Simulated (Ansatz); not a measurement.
# C2H7Ga (SMILES [CH3][GaH][CH3]) at 5 levels

Aim: a comparison of 5 runs (HF/3-21G, HF/def2-SVP, PBE0/cc-pVDZ, B2PLYP/def2-SVP, CCSD/pcseg-1) of C2H7Ga. 

Program for the calculation: Ansatz 0.2.0.

4 further runs of the same task are left out: 1 for a known fault of the program, 2 that didn't finish, 1 set aside as unsound or not needed.

### Step 1. The structure to begin with

C2H7Ga: 10 atoms, total charge 0, spin state singlet. As SMILES, `[CH3][GaH][CH3]`. Geometry: relaxed at PBE0-D4/def2-TZVP.

Bond lengths: C1–Ga2 1.971 Å, Ga2–C3 1.971 Å, C1–H4 1.096 Å, C1–H5 1.091 Å, C1–H6 1.092 Å, Ga2–H7 1.579 Å, C3–H8 1.096 Å, C3–H9 1.091 Å, C3–H10 1.092 Å. Some angles: C1–Ga2–C3 120.1°, C1–Ga2–H7 120.0°, C3–Ga2–H7 119.9°, Ga2–C1–H4 109.0°, Ga2–C1–H5 112.5°, Ga2–C1–H6 111.5°, Ga2–C3–H8 109.0°, Ga2–C3–H9 112.5°, Ga2–C3–H10 111.5°, H4–C1–H5 107.5°.

### Step 2. Energy and forces at HF/3-21G (run 1)

in.yaml reads:

```yaml
crystal:
  periodic: [false, false, false]
  atoms:
    - {symbol: C, position_ang: [-1.063400, 1.142800, -0.711800]}
    - {symbol: Ga, position_ang: [0.649000, 0.266100, -0.281300]}
    - {symbol: C, position_ang: [0.681500, -1.321500, 0.886900]}
    - {symbol: H, position_ang: [-1.533700, 0.614200, -1.548200]}
    - {symbol: H, position_ang: [-0.935400, 2.183800, -1.011500]}
    - {symbol: H, position_ang: [-1.759700, 1.095200, 0.128600]}
    - {symbol: H, position_ang: [1.997300, 0.836500, -0.872600]}
    - {symbol: H, position_ang: [0.687700, -0.994000, 1.932300]}
    - {symbol: H, position_ang: [1.569300, -1.935900, 0.730500]}
    - {symbol: H, position_ang: [-0.209600, -1.938300, 0.750100]}
basis:
  gaussian:
    orbitals: 3-21G-spherical.json
hamiltonian:
  xc: hf
accuracy: high
output: {forces: true, orbitals: {seedname: orbitals}}
```

The basis set 3-21G is read from a file made from the Basis Set Exchange's data (not shown).

Started as:

```sh
$ ansatz run in.yaml --threads 1 --pin off --max-ram 2610MiB --events-out events.jsonl --progress --plain --runs-dir runs
```

Output (excerpt; [...] marks lines left out):

```text
Warning: RAYON_NUM_THREADS=1 ignored (pool sized by the plan → 1); use --threads N
Functional definition: HF
  name "HF"
[...]
1141 factors; integrals over basis functions are off by at most 1.4e-8 eV
[...]
mean field -54238.16200867 eV, -1993.2156898719 hartree, gradient 8.4e-9 eV, S^2 0.000000; 0 other end points of the search recorded, 0 dependent functions left out
[...]
reference -54238.16200867 eV, -1993.2156898719 hartree; 25, 25 occupied and 29, 29 virtual orbitals, 1141 factors
Total energy: -54238.16200867 eV, -1993.2156898719 hartree
Atom 0 at    -1.063400     1.142800    -0.711800 Å, force    -0.179213     0.005453    -0.093359 eV/Å
Atom 1 at     0.649000     0.266100    -0.281300 Å, force    -0.047409    -0.019687     0.020012 eV/Å
Atom 2 at     0.681500    -1.321500     0.886900 Å, force    -0.013828    -0.090250     0.180892 eV/Å
Atom 3 at    -1.533700     0.614200    -1.548200 Å, force     0.001470     0.170531     0.154069 eV/Å
Atom 4 at    -0.935400     2.183800    -1.011500 Å, force    -0.087883    -0.208270     0.085896 eV/Å
Atom 5 at    -1.759700     1.095200     0.128600 Å, force     0.117695     0.073511    -0.208295 eV/Å
Atom 6 at     1.997300     0.836500    -0.872600 Å, force     0.197055     0.083450    -0.086553 eV/Å
Atom 7 at     0.687700    -0.994000     1.932300 Å, force     0.004269    -0.166548    -0.156792 eV/Å
Atom 8 at     1.569300    -1.935900     0.730500 Å, force    -0.225385     0.078381     0.052884 eV/Å
Atom 9 at    -0.209600    -1.938300     0.750100 Å, force     0.233229     0.073429     0.051245 eV/Å
Dipole moment:    -0.094587    -0.040038     0.041526 e Å
```

It took 1.1 s on 1 thread of Intel Xeon Platinum 8488C (Sapphire Rapids), shared host; peak memory 0.29 GiB.

### Step 3. Energy and forces at HF/def2-SVP (run 2)

Edit in.yaml of step 2 so:

```diff
@@ -1 +1,4 @@
+basis:
+  gaussian:
+    orbitals: def2-SVP
 crystal:
@@ -13,5 +16,2 @@
     - {symbol: H, position_ang: [-0.209600, -1.938300, 0.750100]}
-basis:
-  gaussian:
-    orbitals: 3-21G-spherical.json
 hamiltonian:
```

Started as:

```sh
$ ansatz run in.yaml --threads 1 --pin off --max-ram 2610MiB --events-out events.jsonl --progress --plain --runs-dir runs
```

Output (excerpt; [...] marks lines left out):

```text
Warning: RAYON_NUM_THREADS=1 ignored (pool sized by the plan → 1); use --threads N
Functional definition: HF
  name "HF"
[...]
2192 factors; integrals over basis functions are off by at most 6.9e-9 eV
[...]
mean field -54497.46070462 eV, -2002.7447411891 hartree, gradient 9.9e-9 eV, S^2 0.000000; 0 other end points of the search recorded, 0 dependent functions left out
[...]
reference -54497.46070462 eV, -2002.7447411891 hartree; 25, 25 occupied and 70, 70 virtual orbitals, 2192 factors
Total energy: -54497.46070462 eV, -2002.7447411891 hartree
Atom 0 at    -1.063400     1.142800    -0.711800 Å, force    -0.195253     0.092319    -0.080055 eV/Å
Atom 1 at     0.649000     0.266100    -0.281300 Å, force     0.202539     0.085879    -0.088898 eV/Å
Atom 2 at     0.681500    -1.321500     0.886900 Å, force     0.022387    -0.168272     0.157610 eV/Å
Atom 3 at    -1.533700     0.614200    -1.548200 Å, force    -0.030501     0.022792    -0.011813 eV/Å
Atom 4 at    -0.935400     2.183800    -1.011500 Å, force    -0.049387     0.029484     0.001452 eV/Å
Atom 5 at    -1.759700     1.095200     0.128600 Å, force    -0.031773     0.033963    -0.007232 eV/Å
Atom 6 at     1.997300     0.836500    -0.872600 Å, force     0.072172     0.030585    -0.031791 eV/Å
Atom 7 at     0.687700    -0.994000     1.932300 Å, force     0.007618    -0.031993     0.022497 eV/Å
Atom 8 at     1.569300    -1.935900     0.730500 Å, force    -0.008149    -0.051276     0.022603 eV/Å
Atom 9 at    -0.209600    -1.938300     0.750100 Å, force     0.010345    -0.043481     0.015627 eV/Å
Dipole moment:    -0.102394    -0.043298     0.044882 e Å
```

Run time: 4.5 s. Hardware: 1 thread of Intel Xeon Platinum 8488C (Sapphire Rapids), shared host; peak memory 0.32 GiB.

Runs 3 to 4 aren't shown in full; the table further down has their settings and results.

### Step 4. Energy and gradient at CCSD/pcseg-1 (run 5)

molecule.yaml reads:

```yaml
crystal:
  periodic: [false, false, false]
  atoms:
    - {symbol: C, position_ang: [-1.063400, 1.142800, -0.711800]}
    - {symbol: Ga, position_ang: [0.649000, 0.266100, -0.281300]}
    - {symbol: C, position_ang: [0.681500, -1.321500, 0.886900]}
    - {symbol: H, position_ang: [-1.533700, 0.614200, -1.548200]}
    - {symbol: H, position_ang: [-0.935400, 2.183800, -1.011500]}
    - {symbol: H, position_ang: [-1.759700, 1.095200, 0.128600]}
    - {symbol: H, position_ang: [1.997300, 0.836500, -0.872600]}
    - {symbol: H, position_ang: [0.687700, -0.994000, 1.932300]}
    - {symbol: H, position_ang: [1.569300, -1.935900, 0.730500]}
    - {symbol: H, position_ang: [-0.209600, -1.938300, 0.750100]}
basis:
  gaussian:
    orbitals: pcseg-1.json
correlation:
  method: ccsd
  frozen_orbitals: {C: 1, Ga: 9, H: 0}
accuracy: high
scf:
  omitted_lower_state_checks: [cluster_reference, increment]
output: {forces: true, orbitals: {seedname: orbitals}}
```

The basis set pcseg-1 is read from a file made from the Basis Set Exchange's data (not shown).

Started as:

```sh
$ ansatz run molecule.yaml --threads 1 --pin off --max-ram 2610MiB --events-out events.jsonl --progress --plain --runs-dir runs
```

Output (excerpt; [...] marks lines left out):

```text
Warning: RAYON_NUM_THREADS=1 ignored (pool sized by the plan → 1); use --threads N
Functional definition: HF
  name "HF"
[...]
2091 factors; integrals over basis functions are off by at most 1.4e-8 eV
[...]
mean field -54498.13222806 eV, -2002.7694192204 hartree, gradient 2.6e-8 eV, S^2 0.000000; 0 other end points of the search recorded, 0 dependent functions left out
11 core orbitals not correlated: weight in the atoms' cores, before any rotation towards them, 1.000 or more for the frozen orbitals, at most 0.000 for the correlated occupied ones
reference -54498.13222806 eV, -2002.7694192204 hartree; 14, 14 occupied and 65, 65 virtual orbitals, 2091 factors
second order -10.26982806 eV of doubles, -0.00000000 eV of singles
cycle   1  -11.08709448 eV  change   -8.2e-1 eV  update   7.1e-2
[...]
cycle  20  -11.46040820 eV  change   1.7e-10 eV  update   1.8e-9
[...]
Total energy: -54509.59263626 eV, -2003.1905814536 hartree
Atom 0 at    -1.063400     1.142800    -0.711800 Å, force    -0.038941     0.043774    -0.029544 eV/Å
Atom 1 at     0.649000     0.266100    -0.281300 Å, force     0.226593     0.095795    -0.099095 eV/Å
Atom 2 at     0.681500    -1.321500     0.886900 Å, force     0.030441    -0.049768     0.034017 eV/Å
Atom 3 at    -1.533700     0.614200    -1.548200 Å, force    -0.069646    -0.052845    -0.108358 eV/Å
Atom 4 at    -0.935400     2.183800    -1.011500 Å, force    -0.021279     0.149498    -0.036359 eV/Å
Atom 5 at    -1.759700     1.095200     0.128600 Å, force    -0.109601     0.015211     0.093742 eV/Å
Atom 6 at     1.997300     0.836500    -0.872600 Å, force    -0.024721    -0.010302     0.010659 eV/Å
Atom 7 at     0.687700    -0.994000     1.932300 Å, force     0.006530     0.026049     0.137432 eV/Å
Atom 8 at     1.569300    -1.935900     0.730500 Å, force     0.102577    -0.112936    -0.001671 eV/Å
Atom 9 at    -0.209600    -1.938300     0.750100 Å, force    -0.101953    -0.104478    -0.000823 eV/Å
Dipole moment:    -0.104629    -0.044259     0.045918 e Å
Checks for a lower state left out: cluster_reference, increment
```

Run time: 44 s. Hardware: 1 thread of Intel Xeon Platinum 8488C (Sapphire Rapids), shared host; peak memory 0.76 GiB.

### Step 5. Overview of the runs

```csv
run,level,frozen core orbitals,energy (Eh),dipole moment (D),HOMO energy (eV),LUMO energy (eV),wall time
1,HF/3-21G,–,-1993.215690,0.53,-10.40,1.86,1.1 s
2,HF/def2-SVP,–,-2002.744741,0.58,-10.57,1.90,4.5 s
3,PBE0/cc-pVDZ,–,-2004.877902,0.68,-7.57,-0.89,10 s
4,B2PLYP/def2-SVP,11,-2004.486286,0.66,-8.68,0.12,23 s
5,CCSD/pcseg-1,11,-2003.190581,0.59,-10.61,1.77,44 s
```

### Step 6. Summary of results

```
                                           quantity           value
                                run 5: total energy  -2003.19058 Eh
          run 5: dipole moment (correlated density)          0.59 D
         run 5: HOMO energy (Hartree–Fock orbitals)       -10.61 eV
         run 5: LUMO energy (Hartree–Fock orbitals)         1.77 eV
       run 5: HOMO–LUMO gap (Hartree–Fock orbitals)        12.37 eV
run 5: correlation energy (11 core orbitals frozen)      -421.2 mEh
                               run 5: T1 diagnostic           0.008
                    run 5: largest force on an atom      0.265 eV/Å
```

The dipole moment (its size) runs from 0.53 D (HF/3-21G) to 0.68 D (PBE0/cc-pVDZ). The two ends differ in method and basis. Over runs 1, 2, 3, 4 the HOMO–LUMO gap runs from 6.69 eV (PBE0/cc-pVDZ) to 12.47 eV (HF/def2-SVP). Totals of different functionals can't be ranked against each other. All runs together took 83 s, the longest 44 s.
